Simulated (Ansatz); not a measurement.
**FH4InO2Si: basis-set convergence**

An exercise on one series of results from a longer session: the logs are not shown, and one member is left open.

Program: Ansatz 0.2.0, Gaussian basis. Level of theory: one geometry, several basis sets. These are calculated values, not measurements.

The runs, in order: PBE0-D4/def2-SVP; ωB97M-V/def2-SVP; PBE0-D4/def2-QZVPP; ωB97M-V/def2-QZVPP; the functionals' def2-TZVPP values are taken from earlier runs.

## The geometry

The geometry comes from an earlier relaxation with PBE0-D4 in a triple-zeta def2 set; it is a stationary point, not always the lowest conformer. In takes the def2 core potential; no spin-orbit term is included.

SMILES `[OH][In]([F])[O][SiH3]`, 9 atoms, charge 0, spin multiplicity 1.

Atoms are counted from 1 here; the program's logs count them from 0.

Bond lengths: O1–In2 1.955 Å, O1–H6 0.962 Å, In2–F3 1.946 Å, In2–O4 1.946 Å, O4–Si5 1.639 Å, Si5–H7 1.489 Å, Si5–H8 1.486 Å, Si5–H9 1.489 Å. Angles: In2–O1–H6 111.1°, O1–In2–F3 117.9°, O1–In2–O4 125.4°, F3–In2–O4 116.6°, In2–O4–Si5 135.9°, O4–Si5–H7 111.2°, O4–Si5–H8 107.9°, O4–Si5–H9 111.2°, H7–Si5–H8 109.2°, H7–Si5–H9 108.3°, H8–Si5–H9 109.1°.

The first run:

in.yaml

```yaml
crystal:
  periodic: [false, false, false]
  atoms:
    - {symbol: O, position_ang: [-2.484880, 1.874094, 0.672455]}
    - {symbol: In, position_ang: [-0.721718, 1.048249, 0.498901]}
    - {symbol: F, position_ang: [0.793243, 1.953163, 1.318227]}
    - {symbol: O, position_ang: [-0.343325, -0.619017, -0.430619]}
    - {symbol: Si, position_ang: [0.991392, -1.520386, -0.732579]}
    - {symbol: H, position_ang: [-2.434837, 2.694060, 1.172982]}
    - {symbol: H, position_ang: [2.000325, -0.745007, -1.506187]}
    - {symbol: H, position_ang: [0.572990, -2.704382, -1.526190]}
    - {symbol: H, position_ang: [1.626808, -1.980764, 0.533019]}
basis:
  gaussian: {orbitals: def2-SVP}
hamiltonian: {xc: pbe0, dispersion: d4}
output: {orbitals: {seedname: orbitals}}
```

Started as:

```console
$ ansatz run in.yaml --threads 4 --pin off --events-out ev --progress --plain --max-ram 10444MiB
```

Steps of the session up to this table: PBE0-D4 in def2-SVP; ωB97M-V in def2-SVP; PBE0-D4 in def2-QZVPP; ωB97M-V in def2-QZVPP.

One of the session's tables, all rows but one given; the rest of the session is left out.

It belongs to the step «Functionals by basis». 

| functional | basis | HOMO (eV) | LUMO (eV) |
| --- | --- | --- | --- |
| PBE0-D4 | def2-SVP | -8.62 | -2.35 |
| PBE0-D4 | def2-TZVPP | -8.75 | -2.54 |
| PBE0-D4 | def2-QZVPP | -8.78 | -2.60 |
| ωB97M-V | def2-SVP | -10.89 | -0.34 |
| ωB97M-V | def2-TZVPP | ? | ? |
| ωB97M-V | def2-QZVPP | -11.09 | -0.81 |

Q: Estimate the row for ωB97M-V, def2-TZVPP from the others.

As computed: HOMO (eV): -11.06; LUMO (eV): -0.63. In the column «HOMO (eV)» it lies between ωB97M-V, def2-QZVPP (-11.09) and ωB97M-V, def2-SVP (-10.89).
